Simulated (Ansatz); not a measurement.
## In: single point with PBE

In, a slab with vacuum:

```xyz
5
Lattice="3.2523 0.0000 0.0000 -1.6261 2.9605 0.0000 0.0000 0.0000 25.8710" Properties=species:S:1:pos:R:3 pbc="T T T"
In    0.0000    1.7864    7.5000
In    1.6261    0.6123   10.2178
In    1.6261    2.3987   12.9355
In    0.0000    1.2245   15.6533
In    1.6261    0.0504   18.3710
```

The cell isn't the ideal one: the (1 0 1) slab of In, cut from the database cell, not relaxed.

- Program: Ansatz 0.2.0
- Task: single point
- Functional: PBE
- Potentials or basis: Ansatz PAW
- Cutoff: 420 eV (not typed: the program's choice for these potentials)
- k mesh: 9 × 9 × 1
- Occupations: fermi-dirac, width 0.05 eV
- Spin: no spin polarisation

```json
{"Largest force": "0.141 eV/Å", "Band gap on the k mesh": "none (metal or under the smearing width)", "Work function of the upper face": "3.85 eV", "Work function of the lower face": "3.85 eV", "Dipole across the slab": "0.000 e·Å"}
```

Forces in eV/Å, atoms in the order of the input:
```
In   0.000 -0.003 -0.141
In   0.000 -0.014  0.054
In   0.000  0.000  0.000
In   0.000  0.014 -0.054
In   0.000  0.003  0.141
```

Levels at points of the mesh, in eV from the Fermi level:
```tsv
k point	band 30	band 31	band 32	band 33	band 34	band 35
(0.00, 0.00, 0.00)	-5.14	-2.61	-0.69	1.46	3.06	3.91
```

Wall time 7.7 s on 4 threads of Arm Neoverse V1, with other jobs on the host, peak memory 0.64 GiB.
